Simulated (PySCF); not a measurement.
# Changing the system itself: GeB (quartet)

Aim: change spin, charge, geometry, field or solvent of GeB (quartet), one at a time, and compare with the base run.

Computed with PySCF 2.14.0. Level: each script names its method and basis.

1 further run of the same task is left out (it didn't finish).

## Step 1: The system as given

GeB (quartet): 2 atoms, charge 0, spin multiplicity 4.

Bond lengths: Ge1–B2 1.778 Å.

## Step 2: Base script

File input.py:

```python
from pyscf import gto, scf, cc

mol = gto.M(
    atom='Ge 0 0 0; B 0 0 1.778',
    basis='def2-svp',
    charge=0,
    spin=3,
    verbose=4,
)
mf = scf.UHF(mol)
mf.kernel()
mycc = cc.CCSD(mf, frozen=10)
mycc.kernel()
e = mycc.eeccsd(nroots=4)[0]
print('roots (eV) =', (e*27.211386).round(3))
mf.dip_moment()
print('orbital energies (hartree):', [e[max(0, n-3):n+3].round(4) for e, n in zip(mf.mo_energy, mol.nelec)])
```

Launch:

```bash
OMP_NUM_THREADS=1 python input.py
```

The log of this run is left out.

In short: E(SCF) = -2099.623512 Eh, 13 cycles, E(CCSD) − E(SCF) = -0.24947 Eh, ⟨S²⟩ = 3.755, μ = 0.05 D, excitation roots 0.003, 0.962, 0.970, 0.970 eV.

The bond length is a typed value, not an optimised one. Spin-unrestricted EOM-EE roots include spin flips and other components of the reference, which can be negative or near zero. The quartet is typed in the script; nothing here shows that it is the ground state.

## Step 3: Bond 0.5 Å

Edit 1 changes bond length: 1.778 Å → 0.5 Å.

File input.py:

```python
from pyscf import gto, scf, cc

mol = gto.M(
    atom='Ge 0 0 0; B 0 0 0.5',
    basis='def2-svp',
    charge=0,
    spin=3,
    verbose=4,
)
mf = scf.UHF(mol)
mf.kernel()
mycc = cc.CCSD(mf, frozen=10)
mycc.kernel()
e = mycc.eeccsd(nroots=4)[0]
print('roots (eV) =', (e*27.211386).round(3))
mf.dip_moment()
print('orbital energies (hartree):', [e[max(0, n-3):n+3].round(4) for e, n in zip(mf.mo_energy, mol.nelec)])
```

Launch:

```bash
OMP_NUM_THREADS=1 python input.py
```

## Step 4: PCM, ε = 20.5

Edit 2 changes solvent: none (gas phase) → PCM, ε = 20.5; step after the SCF: eomee → analyze.

File input.py:

```python
from pyscf import gto, scf, solvent

mol = gto.M(
    atom='Ge 0 0 0; B 0 0 1.778',
    basis='def2-svp',
    charge=0,
    spin=3,
    verbose=4,
)
mf = scf.UHF(mol)
mf = solvent.PCM(mf)
mf.with_solvent.eps = 20.5
mf.kernel()
mf.analyze()
print('orbital energies (hartree):', [e[max(0, n-3):n+3].round(4) for e, n in zip(mf.mo_energy, mol.nelec)])
```

## Step 5: Octet

Edit 3 changes spin (2S): 3 → 7.

Changes to input.py since step 2:

```diff
@@ -6,3 +6,3 @@
     charge=0,
-    spin=3,
+    spin=7,
     verbose=4,
```

## Step 6: PCM, ε = 2.27

Edit 4 changes solvent: none (gas phase) → PCM, ε = 2.27; step after the SCF: eomee → analyze.

File input.py:

```python
from pyscf import gto, scf, solvent

mol = gto.M(
    atom='Ge 0 0 0; B 0 0 1.778',
    basis='def2-svp',
    charge=0,
    spin=3,
    verbose=4,
)
mf = scf.UHF(mol)
mf = solvent.PCM(mf)
mf.with_solvent.eps = 2.27
mf.kernel()
mf.analyze()
print('orbital energies (hartree):', [e[max(0, n-3):n+3].round(4) for e, n in zip(mf.mo_energy, mol.nelec)])
```

## Step 7: Bond 3.556 Å

Edit 5 changes bond length: 1.778 Å → 3.556 Å.

Changes to input.py since step 2:

```diff
@@ -3,3 +3,3 @@
 mol = gto.M(
-    atom='Ge 0 0 0; B 0 0 1.778',
+    atom='Ge 0 0 0; B 0 0 3.556',
     basis='def2-svp',
```

## Step 8: Electric field -0.01 a.u.

Edit 6 changes electric field: none → -0.01 a.u.

Changes to input.py since step 2:

```diff
@@ -10,2 +10,7 @@
 mf = scf.UHF(mol)
+field = -0.01  # electric field along z, atomic units
+h = mf.get_hcore() + field*mol.intor('int1e_r')[2]
+mf.get_hcore = lambda *args: h
+e_nuc = mol.energy_nuc() - field*mol.atom_charges() @ mol.atom_coords()[:, 2]
+mf.energy_nuc = lambda *args: e_nuc
 mf.kernel()
```

Before running it: what results should come out? Wanted: for each run, E(SCF); from base; gap, α spin; SCF dipole; after the SCF.

**Answer**, as computed:

| run | E(SCF) (hartree) | from base (eV) | cycles | gap, α spin (eV) | SCF dipole (D) | after the SCF |
| --- | --- | --- | --- | --- | --- | --- |
| base | -2099.623512 | 0 | 13 | 10.98 | 0.05 | CCSD correlation -6.788 eV, core frozen, first root 0.96 eV |
| bond 0.5 Å (poor choice) | -2084.604074 | +408.6997 | 15 | 5.52 | 1.48 | CCSD correlation -6.519 eV, core frozen, first root -9.39 eV |
| PCM, ε = 20.5 | -2099.624653 | -0.0311 | 13 | 11.01 | 0.16 | n/a |
| octet | -2099.241633 | +10.3914 | 9 | 11.59 | 2.37 | CCSD correlation -4.388 eV, core frozen, first root -8.99 eV |
| PCM, ε = 2.27 | -2099.624152 | -0.0174 | 13 | 11.00 | 0.10 | n/a |
| bond 3.556 Å | -2099.564976 | +1.5928 | 16 | 8.26 | 0.86 | CCSD correlation -6.431 eV, core frozen, first root 0.27 eV |
| electric field -0.01 a.u. | -2099.626998 | -0.0949 | 13 | 10.93 | 1.72 | CCSD correlation -6.838 eV, core frozen, first root 0.68 eV |

**Reading.** Of the runs whose energies can be compared, “bond 0.5 Å” moves the SCF energy most (+408.700 eV). A continuum solvent with ε = 20.5 lowers the energy by 0.031 eV. The octet solution found lies 10.39 eV above the base quartet at this geometry and level. A continuum solvent with ε = 2.27 lowers the energy by 0.017 eV. With bond 0.5 Å the frontier gap moves by over 1.5 eV, which can mean another electronic state rather than the bond length alone. With bond 3.556 Å the frontier gap moves by over 1.5 eV, which can mean another electronic state rather than the bond length alone. Rows marked «poor choice» come from settings spoiled on purpose.
